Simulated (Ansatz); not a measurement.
Ba2Tl5V3O12:

```
Ba V Tl O
1.0
     9.93665    0.00000    0.00000
     0.00000    9.93665    0.00000
     0.00000    0.00000    6.65552
Ba V Tl O
2 3 5 12
Direct
  0.00000 0.50000 0.00000
  0.50000 0.00000 0.00000
  0.50000 0.50000 0.00000
  0.50000 0.00000 0.50000
  0.00000 0.50000 0.50000
  0.00000 0.00000 0.50000
  0.67321 0.32679 0.46014
  0.32679 0.67321 0.46014
  0.67321 0.67321 0.53986
  0.32679 0.32679 0.53986
  0.39848 0.60152 0.14652
  0.60152 0.39848 0.14652
  0.60152 0.60152 0.85348
  0.39848 0.39848 0.85348
  0.59959 0.09072 0.33579
  0.40041 0.09072 0.66421
  0.59959 0.90928 0.66421
  0.40041 0.90928 0.33579
  0.09072 0.59959 0.33579
  0.09072 0.40041 0.66421
  0.90928 0.59959 0.66421
  0.90928 0.40041 0.33579
```

The cell was built by a generator and needn't be a form met in nature.

```yaml
Program: Ansatz 0.2.0
Task: relaxation of cell and atoms
Functional: PBEsol
Potentials_or_basis: Ansatz PAW
Cutoff: "420 eV (not typed: the program's choice for these potentials)"
k_mesh: 2 × 2 × 3
Occupations: fermi-dirac, width 0.05 eV
Spin: collinear spin, ferromagnetic start
Starting_moments: "[0.0, 0.0, 2.0, 2.0, 2.0, 0.0, 0.0, 0.0, 0.0, 0.0, 0.0, 0.0, 0.0, 0.0, 0.0, 0.0, 0.0, 0.0, 0.0, 0.0, 0.0, 0.0] μB"
```

At the start: volume 29.87 Å³/atom.

Task: How do energy, volume and symmetry change on relaxing?

Result: It ends after 9 steps and the volume is 27.58 Å³/atom (-7.7 %); space group P-42m (No. 111, to 0.05 Å); moment 0.00 μB per cell.

The path:
```
step  energy change (eV)  largest force (eV/Å)  volume (Å³)
   1              0.0000                0.3200       657.15
   2             -0.1772                0.3049       609.57
   3             -0.2323                0.0423       620.42
   4             -0.2423                0.0324       616.97
   5             -0.2478                0.0612       613.86
   6             -0.2504                0.0015       613.29
   7             -0.2037                0.0019       613.29
   8             -0.2173                0.0068       606.67
   9             -0.2065                0.0068       606.67
```

Final structure:
```
CELL_PARAMETERS angstrom
9.59117 0.00000 0.00000
0.00000 9.59117 0.00000
0.00000 0.00000 6.59492
ATOMIC_POSITIONS crystal
Ba 0.00000 0.50000 0.00000
Ba 0.50000 0.00000 0.00000
V 0.50000 0.50000 0.00000
V 0.50000 0.00000 0.50000
V 0.00000 0.50000 0.50000
Tl 0.00000 0.00000 0.50000
Tl 0.67033 0.32967 0.46523
Tl 0.32967 0.67033 0.46523
Tl 0.67033 0.67033 0.53477
Tl 0.32967 0.32967 0.53477
O 0.39546 0.60454 0.14650
O 0.60454 0.39546 0.14650
O 0.60454 0.60454 0.85350
O 0.39546 0.39546 0.85350
O 0.60264 0.09272 0.33508
O 0.39736 0.09272 0.66492
O 0.60264 0.90728 0.66492
O 0.39736 0.90728 0.33508
O 0.09272 0.60264 0.33508
O 0.09272 0.39736 0.66492
O 0.90728 0.60264 0.66492
O 0.90728 0.39736 0.33508
```

Caveat: the plane-wave basis is chosen anew once the cell has moved, so the energies of steps on either side of that aren't comparable; the PAW data sets come from PBE, with cores solved anew for the run's functional, which leaves a small shift of forces and pressure; the starting moments weren't kept.
